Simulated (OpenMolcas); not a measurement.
# A workflow on [WNF5]3− ([WNF5]3-)

Aim: a series of 12 runs (ROHF/ANO-RCC-MB, CASSCF(5,8)/ANO-RCC-VDZ, CASPT2[IPEA 0](5,8)/ANO-RCC-VDZ, SC-NEVPT2(5,8)/ANO-RCC-VDZ, MC-PDFT[tBLYP](5,8)/ANO-RCC-VDZ, CASPT2(5,8)/ANO-RCC-VDZ) of F5NW. 

Program for the calculation: OpenMolcas 26.06.

## 1. The molecule

[WNF5]3− has 7 atoms, charge -3, and is taken as a doublet. SMILES: `[N]#[W-3]([F])([F])([F])([F])[F]`. The shape comes from GFN2-xTB, which is rough for such elements, and wasn't checked as a minimum.

Bond lengths: W1–N2 1.771 Å, W1–F3 2.558 Å, W1–F4 2.289 Å, W1–F5 2.289 Å, W1–F6 2.288 Å, W1–F7 2.289 Å. Some angles: N2–W1–F3 179.9°, N2–W1–F4 99.0°, N2–W1–F5 99.1°, N2–W1–F6 99.0°, N2–W1–F7 99.0°, F3–W1–F4 81.0°, F3–W1–F5 81.0°, F3–W1–F6 81.0°, F3–W1–F7 81.0°, F4–W1–F5 162.0°.

## 2. A single-point energy at ROHF/ANO-RCC-MB (DKH2) (run 1)

File coord.xyz:

```xyz
7

W     -0.003060    -0.001380     0.317550
N     -0.018180    -0.010780     2.088020
F      0.020830     0.010610    -2.240340
F      2.261260     0.006720    -0.019390
F     -2.260740    -0.004440    -0.062590
F     -0.007040     2.259870    -0.030290
F      0.006930    -2.260590    -0.052960
```

File step1.inp:

```
&GATEWAY
  COORD
  coord.xyz
  BASIS
  ANO-RCC-MB
  GROUP
  NoSym

&SEWARD

&SCF
  UHF
  CHARGE
  -3
  SPIN
  2
  PRORBITALS
  0

&RASSCF
  FILEORB
  $Project.UnaOrb
  SPIN
  2
  NACTEL
  1 0 0
  INACTIVE
  64
  RAS2
  1
  OUTORBITALS
  Canonical
  ORBLISTING
  NoCore
```

Command:

```
$ export MOLCAS_MEM=1860
$ pymolcas step1.inp > step1.log
```

Log:

```text
--- Start Module: gateway ---
[...]
--- Stop Module: gateway /rc=_RC_ALL_IS_WELL_ ---
[...]
      Basis functions           73
[...]
--- Start Module: scf ---
[...]
       Convergence after  26 Iterations
[...]
::    Total SCF energy                             -16679.1969350222
[...]
      Total spin, S                                     0.8658704027
[...]
--- Stop Module: scf /rc=_RC_ALL_IS_WELL_ ---
[...]
--- Start Module: rasscf ---
[...]
      Number of active orbitals                  1
[...]
      Spin quantum number                      0.5
[...]
      Active orbitals                            1
[...]
      Number of CSFs                             1
[...]
      Number of root(s) required                 1
[...]
      Convergence after 11 iterations
[...]
      printout of CI-coefficients larger than  0.05 for root  1
      energy=  -16679.168499
      conf/sym  1     Coeff  Weight
             1  u   1.00000 1.00000
      Natural orbitals and occupation numbers for root  1
      sym 1:   1.000000
      ************************************************************************************************************************
      *                                                    Final results                                                     *
[...]
::    RASSCF root number  1 Total energy: -16679.16849913
[...]
      Total electronic charge=  129.000000
      Total            charge=   -3.000000
[...]
      Dipole Moment (debye):
      Origin of the operator (angstrom)=   -0.0014   -0.0006    0.1432
                   X= -4.2505E-02               Y= -1.4519E-02               Z=  4.4946E+00           Total=  4.4949E+00
      Center of Charge (angstrom)
[...]
--- Stop Module: rasscf /rc=_RC_ALL_IS_WELL_ ---
[...]
```

Run time: 31 s. Hardware: 1 thread of Arm Neoverse V2, shared host; peak memory 0.47 GiB.

## 3. The excited states at CASSCF(5,8)/ANO-RCC-VDZ (DKH2, RICD fitting, 10 states averaged) (run 2)

coord.xyz is that of step 2.

File step2.input:

```
* F5NW CASSCF

&GATEWAY
 COORD=coord.xyz
 BASIS=ANO-RCC-MB
 GROUP=NoSym

&SEWARD

&RASSCF
 FILEORB=$CurrDir/step1.RasOrb
 ALTER=1
 1 62 64
 SPIN=2
 NACTEL=5 0 0
 INACTIVE=62
 RAS2=8
 CIROOT=10 10 1
 ORBLISTING=Nothing
>>> COPY $Project.RunFile RUNFIL1
>>> COPY $Project.RasOrb INPORB

&GATEWAY
 COORD=coord.xyz
 BASIS=ANO-RCC-VDZ
 GROUP=NoSym
 RICD

&SEWARD
>>> COPY $Project.RunFile RUNFIL2

&EXPBAS

&RASSCF
 FILEORB=$Project.ExpOrb
 SPIN=2
 NACTEL=5 0 0
 INACTIVE=62
 RAS2=8
 CIROOT=10 10 1
 ORBLISTING=NoCore
 ORBAPPEAR=Compact
```

Command:

```
$ export MOLCAS_MEM=1860
$ pymolcas step2.input > step2.log
```

Log:

```text
--- Start Module: gateway ---
[...]
--- Stop Module: gateway /rc=_RC_ALL_IS_WELL_ ---
[...]
      Basis functions           73
[...]
      Number of active orbitals                  8
[...]
      Spin quantum number                      0.5
[...]
      Active orbitals                            8
[...]
      Number of CSFs                          1008
[...]
      Number of root(s) required                10
[...]
      Convergence after 23 iterations
[...]
      printout of CI-coefficients larger than  0.05 for root  1
      energy=  -16679.276781
      conf/sym  11111111     Coeff  Weight
             1  22u00000   0.93912 0.88194
             5  2udu0000   0.07066 0.00499
            15  20u20000   0.17604 0.03099
            29  u2d0u000  -0.06856 0.00470
            57  ududu000  -0.07609 0.00579
            65  uuddu000   0.05567 0.00310
[...]
      Natural orbitals and occupation numbers for root  1
      sym 1:   1.881372   1.881557   0.999294   0.117631   0.117381   0.001249   0.001024   0.000491
      Natural orbitals and occupation numbers for root  2
      sym 1:   1.880715   1.880619   0.003208   0.118079   0.118043   0.001906   0.996890   0.000540
      Natural orbitals and occupation numbers for root  3
      sym 1:   1.657808   1.871585   0.521115   0.123790   0.807164   0.002794   0.006705   0.009039
[...]
::    RASSCF root number  1 Total energy: -16679.27678110
::    RASSCF root number  2 Total energy: -16679.17390523
[...]
      Basis functions          113
[...]
      Convergence after 14 iterations
[...]
      Natural orbitals and occupation numbers for root  7
      sym 1:   1.798163   1.395738   1.104810   0.452947   0.130908   0.024917   0.088440   0.004076
      Natural orbitals and occupation numbers for root  8
      sym 1:   1.317961   1.575747   0.994299   0.419046   0.673712   0.003707   0.009280   0.006248
      Natural orbitals and occupation numbers for root  9
      sym 1:   1.848723   1.038697   0.978672   0.035463   0.144713   0.013588   0.935416   0.004728
      Natural orbitals and occupation numbers for root 10
      sym 1:   1.053266   1.839719   0.954831   0.174663   0.044464   0.017737   0.913946   0.001375
      ************************************************************************************************************************
      *                                                    Final results                                                     *
[...]
::    RASSCF root number  7 Total energy: -16679.49681838
::    RASSCF root number  8 Total energy: -16679.48255141
::    RASSCF root number  9 Total energy: -16679.46183090
::    RASSCF root number 10 Total energy: -16679.45874607
[...]
```

Run time: 79 s. Hardware: 1 thread of Arm Neoverse V2, shared host; peak memory 0.61 GiB.

The roots found:

```tsv
excited state	energy (eV)
1	1.942
2	3.206
3	3.596
4	4.057
5	4.194
6	4.276
7	4.665
8	5.228
9	5.312
```

Runs 3 to 7 aren't shown in full; the table further down has their settings and results.

## 4. The quartet: the energy at SC-NEVPT2(5,8)/ANO-RCC-VDZ (DKH2, RICD fitting, pt2 variant SC-NEVPT2) (run 8)

coord.xyz is that of step 3.

File step8.input:

```
&GATEWAY
  Coord
  coord.xyz
  Basis
  ANO-RCC-VDZ
  Group
  NoSym
  RICD

&SEWARD

&RASSCF
  FileOrb
  $CurrDir/step2.RasOrb
  Spin
  4
  Nactel
  5 0 0
  Inactive
  62
  Ras2
  8
  OrbListing
  NoCore
  OrbAppear
  Compact

&CASPT2
  SC-NEVPT2
```

Command:

```
$ export MOLCAS_MEM=1860
$ pymolcas step8.input > step8.log
```

Log:

```text
--- Start Module: gateway ---
[...]
--- Stop Module: gateway /rc=_RC_ALL_IS_WELL_ ---
[...]
      Basis functions          113
[...]
--- Start Module: rasscf ---
[...]
      Number of active orbitals                  8
[...]
      Spin quantum number                      1.5
[...]
      Active orbitals                            8
[...]
      Number of CSFs                           504
[...]
      Number of root(s) required                 1
[...]
      Convergence after 25 iterations
[...]
      printout of CI-coefficients larger than  0.05 for root  1
      energy=  -16679.531724
      conf/sym  11111111     Coeff  Weight
             2  u2uu0000   0.68168 0.46469
             5  2uu0u000   0.68238 0.46564
            37  uuduu000   0.08881 0.00789
            61  0uu2u000  -0.15528 0.02411
           261  u0uu2000  -0.15518 0.02408
      Natural orbitals and occupation numbers for root  1
      sym 1:   1.438753   1.437838   0.998903   0.554217   0.555132   0.001107   0.007026   0.007025
      ************************************************************************************************************************
      *                                                    Final results                                                     *
[...]
::    RASSCF root number  1 Total energy: -16679.53172381
[...]
      Total electronic charge=  129.000000
      Total            charge=   -3.000000
[...]
      Dipole Moment (debye):
      Origin of the operator (angstrom)=   -0.0014   -0.0006    0.1432
                   X= -6.1949E-02               Y= -2.3854E-02               Z=  6.5137E+00           Total=  6.5140E+00
      Center of Charge (angstrom)
[...]
--- Stop Module: rasscf /rc=_RC_ALL_IS_WELL_ ---
[...]
--- Start Module: caspt2 ---
[...]
      E2 (Variational):          -0.8890268578
[...]
      E2 (Variational):          -0.8859735068
      Total energy:          -16680.4176973135
[...]
      Reference weight:           0.77806
[...]
::    SC-NEVPT2 Root  1     Total energy: -16680.41769731
[...]
--- Stop Module: caspt2 /rc=_RC_ALL_IS_WELL_ ---
[...]
```

Run time: 52 s. Hardware: 1 thread of Arm Neoverse V2, shared host; peak memory 0.61 GiB.

Runs 9 to 11 aren't shown in full; the table further down has their settings and results.

## 5. The vertical excitations at CASPT2(5,8)/ANO-RCC-VDZ (DKH2, RICD fitting, ipea shift 0.25 Eh, pt2 variant XDW, real shift 0.2 Eh, 10 states averaged) (run 12)

coord.xyz is that of step 4.

File step12.input:

```
* F5NW CASPT2

&GATEWAY
  Coord = coord.xyz
  Basis = ANO-RCC-VDZ
  Group = NoSym
  RICD

&SEWARD

&RASSCF
  FileOrb = $CurrDir/step2.RasOrb
  Spin = 2
  Nactel = 5 0 0
  Inactive = 62
  Ras2 = 8
  CIRoot = 10 10 1
  LevShft = 0.1
  OrbListing = NoCore
  OrbAppear = Compact

&CASPT2
  XMultistate = all
  DWMS = 50
  DWType = 2
  Shift = 0.2
```

Command:

```
$ export MOLCAS_MEM=1860
$ pymolcas step12.input > step12.log
```

Log:

```text
--- Start Module: gateway ---
[...]
      Basis functions          113
[...]
--- Start Module: rasscf ---
[...]
      Number of active orbitals                  8
[...]
      Spin quantum number                      0.5
[...]
      Active orbitals                            8
[...]
      Number of CSFs                          1008
[...]
      Number of root(s) required                10
[...]
      Convergence after  6 iterations
[...]
      printout of CI-coefficients larger than  0.05 for root  1
      energy=  -16679.653970
      conf/sym  11111111     Coeff  Weight
             1  22u00000  -0.92649 0.85839
             5  2udu0000  -0.12014 0.01443
            15  20u20000  -0.17598 0.03097
            29  u2d0u000   0.12536 0.01572
            57  ududu000   0.07818 0.00611
            65  uuddu000  -0.05303 0.00281
[...]
      Natural orbitals and occupation numbers for root  1
      sym 1:   1.872546   1.874215   0.998772   0.124806   0.124051   0.001489   0.001431   0.002689
      Natural orbitals and occupation numbers for root  2
      sym 1:   1.873193   1.873864   0.003857   0.124392   0.123822   0.001789   0.996313   0.002768
      Natural orbitals and occupation numbers for root  3
      sym 1:   1.802851   1.858634   0.271754   0.122900   0.904511   0.002386   0.023876   0.013089
[...]
      Natural orbitals and occupation numbers for root  7
      sym 1:   1.798178   1.395716   1.104855   0.452924   0.130899   0.024920   0.088432   0.004076
      Natural orbitals and occupation numbers for root  8
      sym 1:   1.318021   1.575693   0.994299   0.419101   0.673652   0.003707   0.009280   0.006248
      Natural orbitals and occupation numbers for root  9
      sym 1:   1.848736   1.038688   0.978672   0.035460   0.144711   0.013578   0.935428   0.004728
      Natural orbitals and occupation numbers for root 10
      sym 1:   1.053268   1.839720   0.954831   0.174657   0.044480   0.017723   0.913946   0.001376
      ************************************************************************************************************************
      *                                                    Final results                                                     *
[...]
::    RASSCF root number  1 Total energy: -16679.65397038
::    RASSCF root number  2 Total energy: -16679.58260032
[...]
      Total electronic charge=  129.000000
      Total            charge=   -3.000000
[...]
::    XDW-CASPT2 Root  7     Total energy: -16680.41657823
::    XDW-CASPT2 Root  8     Total energy: -16680.40158445
::    XDW-CASPT2 Root  9     Total energy: -16680.37457739
::    XDW-CASPT2 Root 10     Total energy: -16680.37452006
[...]
```

Wall time 1.7 min (1 thread of Arm Neoverse V2, shared host); peak memory 0.61 GiB.

The roots found:

```tsv
excited state	energy (eV)
1	2.043
2	3.223
3	3.253
4	4.106
5	4.279
6	4.295
7	4.703
8	5.438
9	5.440
```

## 6. The series

```tsv
run	level	integral approximation	task	partner	energy (Eh)	wall time
1	ROHF/ANO-RCC-MB (DKH2)	none	energy	base	-16679.168499	31 s
2	CASSCF(5,8)/ANO-RCC-VDZ (DKH2, RICD fitting, 10 states averaged)	RICD	excited	base	-16679.653970	79 s
3	CASSCF(5,8)/ANO-RCC-VDZ (DKH2, RICD fitting, multiplet size 2, 10 states averaged)	RICD	magnetism	base	-16679.653971	41 s
4	CASPT2[IPEA 0](5,8)/ANO-RCC-VDZ (DKH2, RICD fitting, ipea shift 0 Eh, multiplet size 2, pt2 variant SS, 10 states averaged)	RICD	magnetism	base	-16680.582412	96 s
5	SC-NEVPT2(5,8)/ANO-RCC-VDZ (DKH2, RICD fitting, pt2 variant QD-SC-NEVPT2, 10 states averaged)	RICD	excited	base	-16680.571978	94 s
6	MC-PDFT[tBLYP](5,8)/ANO-RCC-VDZ (DKH2, RICD fitting, 10 states averaged)	RICD	excited	base	-16688.307875	61 s
7	CASPT2[IPEA 0](5,8)/ANO-RCC-VDZ (DKH2, RICD fitting, ipea shift 0 Eh, pt2 variant SS)	RICD	energy	other spin	-16680.439515	53 s
8	SC-NEVPT2(5,8)/ANO-RCC-VDZ (DKH2, RICD fitting, pt2 variant SC-NEVPT2)	RICD	energy	other spin	-16680.417697	52 s
9	CASPT2[IPEA 0](5,8)/ANO-RCC-VDZ (DKH2, RICD fitting, ipea shift 0 Eh, pt2 variant SS)	RICD	energy	base	-16680.580329	51 s
10	SC-NEVPT2(5,8)/ANO-RCC-VDZ (DKH2, RICD fitting, pt2 variant SC-NEVPT2)	RICD	energy	base	-16680.564189	50 s
11	CASPT2[IPEA 0](5,8)/ANO-RCC-VDZ (DKH2, RICD fitting, ipea shift 0 Eh, pt2 variant XMS, real shift 0.3 Eh, 2 states averaged)	RICD	excited	base	-16680.577606	59 s
12	CASPT2(5,8)/ANO-RCC-VDZ (DKH2, RICD fitting, ipea shift 0.25 Eh, pt2 variant XDW, real shift 0.2 Eh, 10 states averaged)	RICD	excited	base	-16680.574431	1.7 min
```

## 7. What came out

```
                                                                          quantity            value
                 run 12, CASPT2(5,8)/ANO-RCC-VDZ: energy of the lowest of 10 roots  -16680.57443 Eh
run 12, CASPT2(5,8)/ANO-RCC-VDZ: lowest excitation energy within this active space          2.04 eV
```

What this shows: In run 1 the basis is minimal, so the values are rough. All runs together took 13 min, the longest 1.7 min.

A small anion of this charge may not be bound in the gas phase; the finite basis can hold electrons that would leave.
